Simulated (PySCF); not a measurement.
# [TaF4]+: other functionals and bases at one geometry

How far do other levels of theory move the description of [TaF4]+, and what does each cost? The structure is generated, not taken from experiment.

The runs use PySCF 2.14.0; several levels, as the steps say, no spin–orbit coupling.

4 further runs of the same task are left out: 2 for a known fault of the program, 2 that didn't finish.

## (1) The starting structure

5 atoms, charge 1, spin multiplicity 1.

Bond lengths: Ta1–F2 1.821 Å, Ta1–F3 1.821 Å, Ta1–F4 1.821 Å, Ta1–F5 1.821 Å. Angles: F2–Ta1–F3 109.5°, F2–Ta1–F4 109.5°, F2–Ta1–F5 109.5°, F3–Ta1–F4 109.5°, F3–Ta1–F5 109.5°, F4–Ta1–F5 109.5°.

Coordinates:

```
atom     x (Å)     y (Å)     z (Å)
 Ta1   0.00000   0.00000   0.00000
  F2   1.05110   1.05110   1.05110
  F3  -1.05110  -1.05110   1.05110
  F4   1.05110  -1.05110  -1.05110
  F5  -1.05110   1.05110  -1.05110
```

Formal oxidation states: Ta +5. An earlier session relaxed this geometry at B3LYP, Ta def2-SVP with ECP60, F def2-SVP (singlet, point group Td).

At B3LYP on the finer grid: E = -456.052789 Eh, HOMO -19.28 eV, LUMO -9.77 eV, Mulliken charge on Ta1 +1.73 e, largest force component 0.024 eV/Å. 

Levels to run: BP86; CAM-B3LYP; TPSS; BLYP; B3LYP, TZVP; B3LYP, x2c-SVP. Hardware: 2 threads of Arm Neoverse V1, shared host.

## (2) BP86

run.py (the lines that set the calculation)

```python
mol = gto.M(atom='''
Ta     0.00000     0.00000     0.00000
F      1.05110     1.05110     1.05110
F     -1.05110    -1.05110     1.05110
F      1.05110    -1.05110    -1.05110
F     -1.05110     1.05110    -1.05110''',
    basis={'Ta': 'def2-SVP', 'F': 'def2-SVP'},
    ecp={'Ta': 'def2-SVP'},
    charge=1, spin=0)
mf = dft.RKS(mol, xc='B88,P86')
mf.grids.atom_grid = (75, 302)
mf = mf.density_fit()  # fitting sets: Ta def2-universal-JKFIT, F def2-universal-JKFIT
mf.conv_tol = 1e-08; mf.max_cycle = 55
mf.kernel(dm0)  # dm0: the density of the relaxed state
```

Run with:

```bash
OMP_NUM_THREADS=2 python run.py
```

Standard output:

```text
init E= -456.141961140591
  HOMO = -0.642037784496743  LUMO = -0.398017068746506  gap/eV = 6.64014
cycle= 1 E= -456.123149886671  delta_E= 0.0188  |g|= 0.342  |ddm|= 0.366
  HOMO = -0.676394736435989  LUMO = -0.33773023301142  gap/eV = 9.21553
cycle= 2 E= -455.981088624755  delta_E= 0.142  |g|= 0.917  |ddm|= 0.881
  HOMO = -0.643445966091837  LUMO = -0.374196980545151  gap/eV = 7.32664
cycle= 3 E= -456.145925153842  delta_E= -0.165  |g|= 0.0295  |ddm|= 0.62
  HOMO = -0.647525470416038  LUMO = -0.381865524520622  gap/eV = 7.22898
cycle= 4 E= -456.14611167727  delta_E= -0.000187  |g|= 0.0109  |ddm|= 0.0429
  HOMO = -0.64717579803324  LUMO = -0.380775773553893  gap/eV = 7.24911
cycle= 5 E= -456.1461372603  delta_E= -2.56e-05  |g|= 0.0016  |ddm|= 0.00849
  HOMO = -0.647194520619671  LUMO = -0.38068203133603  gap/eV = 7.25217
cycle= 6 E= -456.146137777935  delta_E= -5.18e-07  |g|= 0.000189  |ddm|= 0.00109
  HOMO = -0.647198829810763  LUMO = -0.380673678894768  gap/eV = 7.25252
cycle= 7 E= -456.146137784949  delta_E= -7.01e-09  |g|= 2.16e-06  |ddm|= 0.000128
  HOMO = -0.647199356465593  LUMO = -0.3806737997267  gap/eV = 7.25253
Extra cycle  E= -456.146137784941  delta_E= 7.96e-12  |g|= 5.7e-06  |ddm|= 4.7e-06
converged SCF energy = -456.146137784941
```

It took 3.2 s on 2 threads of Arm Neoverse V1, shared host.

It gives: E = -456.146138 Eh, HOMO -17.61 eV, LUMO -10.36 eV, Mulliken charge on Ta1 +1.57 e, largest force component 0.156 eV/Å. 

## (3) CAM-B3LYP

run.py (the lines that set the calculation), as its differences from that of step 2:

```diff
@@ -9,3 +9,3 @@
     charge=1, spin=0)
-mf = dft.RKS(mol, xc='B88,P86')
+mf = dft.RKS(mol, xc='CAMB3LYP')
 mf.grids.atom_grid = (75, 302)
```

Run with:

```bash
OMP_NUM_THREADS=2 python run.py
```

Standard output:

```text
init E= -455.895955247976
  HOMO = -0.775285443261521  LUMO = -0.298664037289384  gap/eV = 12.96953
cycle= 1 E= -455.896798728107  delta_E= -0.000843  |g|= 0.0399  |ddm|= 0.0927
  HOMO = -0.7749538083225  LUMO = -0.312190564202526  gap/eV = 12.59243
cycle= 2 E= -455.896378487518  delta_E= 0.00042  |g|= 0.0633  |ddm|= 0.084
  HOMO = -0.777797849471386  LUMO = -0.307671713494918  gap/eV = 12.79278
cycle= 3 E= -455.897104431784  delta_E= -0.000726  |g|= 0.00544  |ddm|= 0.0448
  HOMO = -0.776908650041415  LUMO = -0.306498387474426  gap/eV = 12.80052
cycle= 4 E= -455.897108701506  delta_E= -4.27e-06  |g|= 0.0011  |ddm|= 0.004
  HOMO = -0.776961663646047  LUMO = -0.306687303097451  gap/eV = 12.79682
cycle= 5 E= -455.89710893645  delta_E= -2.35e-07  |g|= 7.82e-05  |ddm|= 0.00111
  HOMO = -0.776962421690556  LUMO = -0.306700451911306  gap/eV = 12.79648
cycle= 6 E= -455.897108938293  delta_E= -1.84e-09  |g|= 1.06e-05  |ddm|= 0.000109
  HOMO = -0.77696330490496  LUMO = -0.306699196949026  gap/eV = 12.79654
Extra cycle  E= -455.897108938359  delta_E= -6.64e-11  |g|= 1.04e-05  |ddm|= 2.27e-05
converged SCF energy = -455.897108938359
```

It took 3.9 s on 2 threads of Arm Neoverse V1, shared host.

Read off: E = -455.897109 Eh, HOMO -21.14 eV, LUMO -8.35 eV, Mulliken charge on Ta1 +1.74 e, largest force component 0.243 eV/Å. 

## (4) TPSS

run.py (the lines that set the calculation), as its differences from that of step 3:

```diff
@@ -9,3 +9,3 @@
     charge=1, spin=0)
-mf = dft.RKS(mol, xc='CAMB3LYP')
+mf = dft.RKS(mol, xc='TPSS')
 mf.grids.atom_grid = (75, 302)
```

Run with:

```bash
OMP_NUM_THREADS=2 python run.py
```

Standard output:

```text
init E= -456.084383877855
  HOMO = -0.646036262874529  LUMO = -0.386452526765574  gap/eV = 7.06363
cycle= 1 E= -456.078607078045  delta_E= 0.00578  |g|= 0.199  |ddm|= 0.221
  HOMO = -0.664578738637787  LUMO = -0.349145890630614  gap/eV = 8.58336
cycle= 2 E= -456.028331779604  delta_E= 0.0503  |g|= 0.546  |ddm|= 0.525
  HOMO = -0.645999772754594  LUMO = -0.370533449504851  gap/eV = 7.49582
cycle= 3 E= -456.086535219351  delta_E= -0.0582  |g|= 0.0162  |ddm|= 0.367
  HOMO = -0.648196194841377  LUMO = -0.374568468741648  gap/eV = 7.44579
cycle= 4 E= -456.086598879614  delta_E= -6.37e-05  |g|= 0.0032  |ddm|= 0.0216
  HOMO = -0.648093738170684  LUMO = -0.374277602586523  gap/eV = 7.45092
cycle= 5 E= -456.086600924408  delta_E= -2.04e-06  |g|= 0.000637  |ddm|= 0.00225
  HOMO = -0.648099783646762  LUMO = -0.374235266563279  gap/eV = 7.45223
cycle= 6 E= -456.086601007141  delta_E= -8.27e-08  |g|= 5.27e-05  |ddm|= 0.000459
  HOMO = -0.648100592138677  LUMO = -0.374232380423763  gap/eV = 7.45233
cycle= 7 E= -456.086601007689  delta_E= -5.48e-10  |g|= 1.29e-06  |ddm|= 3.7e-05
  HOMO = -0.64810055000243  LUMO = -0.374232726946857  gap/eV = 7.45232
Extra cycle  E= -456.086601007696  delta_E= -6.93e-12  |g|= 3.91e-06  |ddm|= 3.76e-06
converged SCF energy = -456.086601007696
```

Run time: 4.7 s. Hardware: 2 threads of Arm Neoverse V1, shared host.

It gives: E = -456.086601 Eh, HOMO -17.64 eV, LUMO -10.18 eV, Mulliken charge on Ta1 +1.65 e, largest force component 0.136 eV/Å. 

## (5) BLYP

run.py (the lines that set the calculation), as its differences from that of step 4:

```diff
@@ -9,3 +9,3 @@
     charge=1, spin=0)
-mf = dft.RKS(mol, xc='TPSS')
+mf = dft.RKS(mol, xc='BLYP')
 mf.grids.atom_grid = (75, 302)
```

Run with:

```bash
OMP_NUM_THREADS=2 python run.py
```

Standard output:

```text
init E= -456.018013338419
  HOMO = -0.634632518645591  LUMO = -0.38592205619164  gap/eV = 6.76776
cycle= 1 E= -456.009730342973  delta_E= 0.00828  |g|= 0.246  |ddm|= 0.314
  HOMO = -0.657405683966398  LUMO = -0.338267445185939  gap/eV = 8.68419
cycle= 2 E= -455.928103561859  delta_E= 0.0816  |g|= 0.693  |ddm|= 0.668
  HOMO = -0.634475933653795  LUMO = -0.365349778322256  gap/eV = 7.32330
cycle= 3 E= -456.021906947815  delta_E= -0.0938  |g|= 0.0292  |ddm|= 0.462
  HOMO = -0.638063343689112  LUMO = -0.372060907008917  gap/eV = 7.23829
cycle= 4 E= -456.022112719111  delta_E= -0.000206  |g|= 0.00516  |ddm|= 0.0382
  HOMO = -0.637856868740039  LUMO = -0.371531228616709  gap/eV = 7.24709
cycle= 5 E= -456.022118259324  delta_E= -5.54e-06  |g|= 0.000892  |ddm|= 0.00385
  HOMO = -0.637863110322173  LUMO = -0.371471673215961  gap/eV = 7.24888
cycle= 6 E= -456.022118423072  delta_E= -1.64e-07  |g|= 9.27e-05  |ddm|= 0.000643
  HOMO = -0.637865833746651  LUMO = -0.37146812423775  gap/eV = 7.24905
cycle= 7 E= -456.022118424755  delta_E= -1.68e-09  |g|= 3.72e-07  |ddm|= 6.33e-05
  HOMO = -0.637865897613697  LUMO = -0.371468284066118  gap/eV = 7.24905
Extra cycle  E= -456.022118424753  delta_E= 1.36e-12  |g|= 8.86e-07  |ddm|= 9.83e-07
converged SCF energy = -456.022118424753
```

Run time: 3.3 s. Hardware: 2 threads of Arm Neoverse V1, shared host.

Read off: E = -456.022118 Eh, HOMO -17.36 eV, LUMO -10.11 eV, Mulliken charge on Ta1 +1.54 e, largest force component 0.353 eV/Å. 

## (6) B3LYP, TZVP

Basis: Ta def2-TZVP with ECP60, F def2-TZVP. 

run.py (the lines that set the calculation)

```python
mol = gto.M(atom='''
Ta     0.00000     0.00000     0.00000
F      1.05110     1.05110     1.05110
F     -1.05110    -1.05110     1.05110
F      1.05110    -1.05110    -1.05110
F     -1.05110     1.05110    -1.05110''',
    basis={'Ta': 'def2-TZVP', 'F': 'def2-TZVP'},
    ecp={'Ta': 'def2-TZVP'},
    charge=1, spin=0)
mf = dft.RKS(mol, xc='B3LYP')
mf.grids.atom_grid = (75, 302)
mf = mf.density_fit()  # fitting sets: Ta def2-universal-JKFIT, F def2-universal-JKFIT
mf.conv_tol = 1e-08; mf.max_cycle = 55
mf.kernel(dm0)  # dm0: free metal ions and neutral atoms
```

Run with:

```bash
OMP_NUM_THREADS=2 python run.py
```

Standard output:

```text
init E= -456.114404835443
  HOMO = -0.783601536080997  LUMO = -0.34584476915014  gap/eV = 11.91197
cycle= 1 E= -456.242637251772  delta_E= -0.128  |g|= 1.34  |ddm|= 2.28
  HOMO = -0.577112440657523  LUMO = -0.417197570356423  gap/eV = 4.35151
cycle= 2 E= -453.398938320171  delta_E= 2.84  |g|= 4.45  |ddm|= 2.52
  HOMO = -0.681095175374569  LUMO = -0.328668158922452  gap/eV = 9.59003
cycle= 3 E= -456.557668094497  delta_E= -3.16  |g|= 0.227  |ddm|= 1.91
  HOMO = -0.711380775854293  LUMO = -0.36862503062063  gap/eV = 9.32686
cycle= 4 E= -456.562507102651  delta_E= -0.00484  |g|= 0.0898  |ddm|= 0.148
  HOMO = -0.707054132017471  LUMO = -0.353487527088537  gap/eV = 9.62104
cycle= 5 E= -456.564208755809  delta_E= -0.0017  |g|= 0.0101  |ddm|= 0.0591
  HOMO = -0.707592448836509  LUMO = -0.353205638511584  gap/eV = 9.64336
cycle= 6 E= -456.564225690817  delta_E= -1.69e-05  |g|= 0.00106  |ddm|= 0.00442
  HOMO = -0.707672386413318  LUMO = -0.35323340775503  gap/eV = 9.64478
cycle= 7 E= -456.564225858828  delta_E= -1.68e-07  |g|= 0.000113  |ddm|= 0.000513
  HOMO = -0.707669883733672  LUMO = -0.353239107984051  gap/eV = 9.64455
cycle= 8 E= -456.564225861056  delta_E= -2.23e-09  |g|= 1.35e-05  |ddm|= 5.47e-05
  HOMO = -0.707668358939449  LUMO = -0.353240935582157  gap/eV = 9.64446
Extra cycle  E= -456.56422586093  delta_E= 1.26e-10  |g|= 3.1e-05  |ddm|= 2.16e-05
converged SCF energy = -456.56422586093
```

Wall time 8.5 s (2 threads of Arm Neoverse V1, shared host).

Read off: E = -456.564226 Eh, HOMO -19.26 eV, LUMO -9.61 eV, Mulliken charge on Ta1 +1.97 e, largest force component 0.207 eV/Å. 

## (7) B3LYP, x2c-SVP

Basis: Ta x2c-SVPall, F x2c-SVPall. All electrons are treated, with the spin-free X2C Hamiltonian.

run.py (the lines that set the calculation)

```python
mol = gto.M(atom='''
Ta     0.00000     0.00000     0.00000
F      1.05110     1.05110     1.05110
F     -1.05110    -1.05110     1.05110
F      1.05110    -1.05110    -1.05110
F     -1.05110     1.05110    -1.05110''',
    basis={'Ta': 'x2c-SVPall', 'F': 'x2c-SVPall'},
    nucmod='G',
    charge=1, spin=0)
mf = dft.RKS(mol, xc='B3LYP')
mf.grids.atom_grid = (99, 590)
mf = mf.density_fit()  # fitting sets: Ta AutoAux, F AutoAux
mf = mf.sfx2c1e()
mf.conv_tol = 1e-08; mf.max_cycle = 55
mf.kernel(dm0)  # dm0: free metal ions and neutral atoms
```

Run with:

```bash
OMP_NUM_THREADS=2 python run.py
```

Standard output:

```text
init E= -16004.5872178711
  HOMO = -0.770746881772575  LUMO = -0.344720002275021  gap/eV = 11.59278
cycle= 1 E= -16003.9897675489  delta_E= 0.597  |g|= 1.27  |ddm|= 2.85
  HOMO = -0.588294859778802  LUMO = -0.438748372623806  gap/eV = 4.06937
cycle= 2 E= -16001.0943859741  delta_E=  2.9  |g|= 4.37  |ddm|= 3.22
  HOMO = -0.687482468791344  LUMO = -0.354012048511255  gap/eV = 9.07419
cycle= 3 E= -16004.2982132806  delta_E= -3.2  |g|= 0.242  |ddm|= 2.39
  HOMO = -0.717897506763295  LUMO = -0.386392404759565  gap/eV = 9.02071
cycle= 4 E= -16004.3055838015  delta_E= -0.00737  |g|= 0.0846  |ddm|= 0.138
  HOMO = -0.713811241216975  LUMO = -0.374884150358128  gap/eV = 9.22268
cycle= 5 E= -16004.3067015361  delta_E= -0.00112  |g|= 0.0182  |ddm|= 0.0457
  HOMO = -0.713644788086977  LUMO = -0.372846750640364  gap/eV = 9.27359
cycle= 6 E= -16004.3067703268  delta_E= -6.88e-05  |g|= 0.00235  |ddm|= 0.0115
  HOMO = -0.71376182378114  LUMO = -0.372777262441968  gap/eV = 9.27866
cycle= 7 E= -16004.3067713174  delta_E= -9.91e-07  |g|= 0.000126  |ddm|= 0.00138
  HOMO = -0.713769954527079  LUMO = -0.372781446384106  gap/eV = 9.27877
cycle= 8 E= -16004.3067713197  delta_E= -2.27e-09  |g|= 2.71e-05  |ddm|= 8.72e-05
  HOMO = -0.71376791748011  LUMO = -0.372787190083724  gap/eV = 9.27856
Extra cycle  E= -16004.3067713191  delta_E= 5.82e-10  |g|= 6.45e-05  |ddm|= 5.75e-05
converged SCF energy = -16004.3067713191
```

Run time: 18 s. Hardware: 2 threads of Arm Neoverse V1, shared host.

It gives: E = -16004.306771 Eh, HOMO -19.42 eV, LUMO -10.14 eV, Mulliken charge on Ta1 +1.80 e, largest force component 0.626 eV/Å. 

## (8) All levels side by side

| level | state | HOMO (eV) | gap (eV) | charge on Ta1 (e) | dipole (D) | largest force (eV/Å) | basis functions | time |
| --- | --- | --- | --- | --- | --- | --- | --- | --- |
| B3LYP (relaxed here) | singlet | -19.28 | 9.51 | 1.73 | 0.00 | 0.02 | 88 | 7.1 s |
| BP86 | singlet | -17.61 | 7.25 | 1.57 | 0.00 | 0.16 | 88 | 3.2 s |
| CAM-B3LYP | singlet | -21.14 | 12.80 | 1.74 | 0.00 | 0.24 | 88 | 3.9 s |
| TPSS | singlet | -17.64 | 7.45 | 1.65 | 0.00 | 0.14 | 88 | 4.7 s |
| BLYP | singlet | -17.36 | 7.25 | 1.54 | 0.00 | 0.35 | 88 | 3.3 s |
| B3LYP, TZVP | singlet | -19.26 | 9.64 | 1.97 | 0.00 | 0.21 | 164 | 8.5 s |
| B3LYP, x2c-SVP | singlet | -19.42 | 9.28 | 1.80 | 0.00 | 0.63 | 122 | 18 s |

Times are on 2 threads of Arm Neoverse V1, shared host; the first row also made further properties. The dipole of a charged species depends on the origin, so these sizes hold for this origin alone.

In one basis the HOMO–LUMO gap runs from 7.25 eV (BLYP) to 12.80 eV (CAM-B3LYP). The largest leftover force, 0.63 eV/Å with B3LYP, x2c-SVP, stands at a geometry relaxed at another level. The Mulliken charge on Ta spans +1.54 to +1.97 e over the levels. Total energies of different levels can't be compared. Spin–orbit coupling is left out throughout.
